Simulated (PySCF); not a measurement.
# ZrOBr₂: rigid scans about the minimum

How stiff is ZrOBr₂ (singlet) against rigid distortions? The scans start from its PBE minimum.

The runs use PySCF 2.14.0; PBE, basis Zr def2-SVP with ECP28, O def2-SVP, Br def2-SVP, scalar-relativistic core potentials, no spin–orbit coupling, density fitting.

**1. Starting geometry**

4 atoms, charge 0, spin multiplicity 1.

Bond lengths: Zr1–O2 1.745 Å, Zr1–Br3 2.533 Å, Zr1–Br4 2.533 Å. Angles: O2–Zr1–Br3 111.4°, O2–Zr1–Br4 111.4°, Br3–Zr1–Br4 119.7°.

Coordinates in bohr (charge 0 multiplicity 1):
```
Zr   -0.5013   -0.8682   -0.8292
O    -2.1252   -3.6807   -0.2610
Br    4.0856   -1.2028    0.4984
Br   -3.0844    2.9370    0.4984
```

**2. Real-space pictures of the lowest minimum**

The plane holds Zr1 at (0.00, 0.00), O2 at (1.74, 0.00), Br3 at (-0.92, 2.36) Å. Columns run from x = -2.85 to 4.05 Å, rows from y = 4.65 (top) to -1.95 Å, in steps of 0.3 Å. Electrons inside core potentials are absent.

Density (cut at 5 e/Å³):

Ten steps from '0' (0.000 e/Å³) to '9' (5.000 e/Å³), finer at the low end (step k begins (100^(k/10) - 1)/99 of the way up):
```
000000000000000000000000
000000000000000000000000
000001111000000000000000
000112222110000000000000
001234444321000000000000
011346666431100000000000
012467997642100000000000
013579999653100000000000
013579999753100000000000
013468998643100000000000
012456776542110000000000
001245555432211111000000
001123445544333332100000
000112356776545664210000
000012469998668987420000
000012589449879998521000
000012589449879998521000
000012469999668987420000
000012346776545664210000
000011234443333332100000
000112222222111111000000
000111222211100000000000
000011221110000000000000
```

ELF (0 where the density is under 0.005 e/Å³):

Ten even steps from '0' (0.00) to '9' (0.89):
```
000000000000000000000000
000112232210000000000000
001234555432000000000000
013467887754200000000000
135789999876410000000000
246898778987520000000000
358982223897530000000000
468953782698530000000000
479954363697520000000000
468971542787310000000000
467997447874100011000000
256789887521012343210000
134566532221126766431000
012232125886248998742000
000001279899459999863100
000001599008568129973100
000001699008568129973100
000001379899459999863100
000111136897248998742000
002232111331136776431000
013455431100014443210000
013456664210001211000000
013456776531000000000000
```

Electrostatic potential (cut at 20 V):

Ten steps from '0' (-1.59 V) to '9' (20.00 V), finer at the low end (step k begins (100^(k/10) - 1)/99 of the way up):
```
444444444444444444444444
444444444444444444444444
444444544444444444444444
444555665544344444444444
444567887654433444444444
445689999764433444444444
445799999975443333344444
446899999985444333333344
446899999986544333333333
445799999976544333333333
445689999876654332233333
445678998887765422222333
445567889999875542112233
555667899999987775201223
555678999999999998400123
556678999999999999610123
556678999999999999610123
556678999999999998410223
555667899999987775201233
555667789999876543112233
555566778888765432223333
555556667777665433333333
445555666666655443333334
```

Values on the line from Zr1 (at 0) through O2 (at 1.745 Å):

```
distance (Å)  density (e/Å³)    ELF  electrostatic potential (V)
        0.79            1.92  0.475                         39.1
        0.96            1.61  0.419                         23.6
        1.13            2.36  0.741                         24.4
        1.31            4.29  0.785                         52.1
        1.48            7.72   0.22                          160
        1.66             160  0.986                          867
        1.92            18.8  0.194                          319
        2.09            5.66  0.675                         84.6
        2.27            2.68  0.895                         25.9
        2.44            1.15  0.891                         7.23
        2.62            0.46  0.829                         1.04
        2.79           0.185  0.696                       -0.972
```

Making the fields ran for 2.2 s (2 threads of Intel Xeon 6975P-C (Granite Rapids), shared host).

**3. Breathing scan**

One driver script runs all scans and calls PySCF for each point, on a (75, 302) grid.

Started as:

```sh
$ OMP_NUM_THREADS=2 python axn.py task.json out
```

A rigid scan with PBE: all bonds to the central atom are scaled together. Each point starts from its neighbour's orbitals, and energies count from the minimum.

```
scale of all bonds to the centre  energy (kJ/mol)  dipole size (D)
                            0.88            315.7             3.06
                            0.92            123.8             3.26
                            0.96             27.4             3.46
                            1.00              0.0             3.64
                            1.04             21.5             3.80
                            1.08             77.1             3.94
                            1.14            200.1             4.13
                            1.22            400.4             4.33
                            1.35            734.8             4.57
```

The scan took 34 s.

**4. Stretching one bond**

A rigid scan with PBE: the bond from Zr to the last atom (Br) is scaled and the rest held.

```
scale of one bond  energy (kJ/mol)  dipole size (D)
             0.92             29.9             3.76
             0.96              6.5             3.66
             1.00              0.0             3.64
             1.05              7.5             3.71
             1.12             35.1             3.97
             1.20             78.2             4.43
             1.35            164.5             5.42
             1.55            260.8             6.50
             1.80            339.7             7.23
```

The scan took 2.8 min.

A restricted determinant lies too high at long bonds, where the pair should uncouple.

**5. What came out**

| quantity | value |
| --- | --- |
| all bonds 4 % longer | 21.5 kJ/mol |
| one bond 20 % longer | 78.2 kJ/mol |

The well is lopsided, 27.4 kJ/mol for 4 % shorter bonds against 21.5 for 4 % longer ones. The stability of the closed-shell solution was not tested.
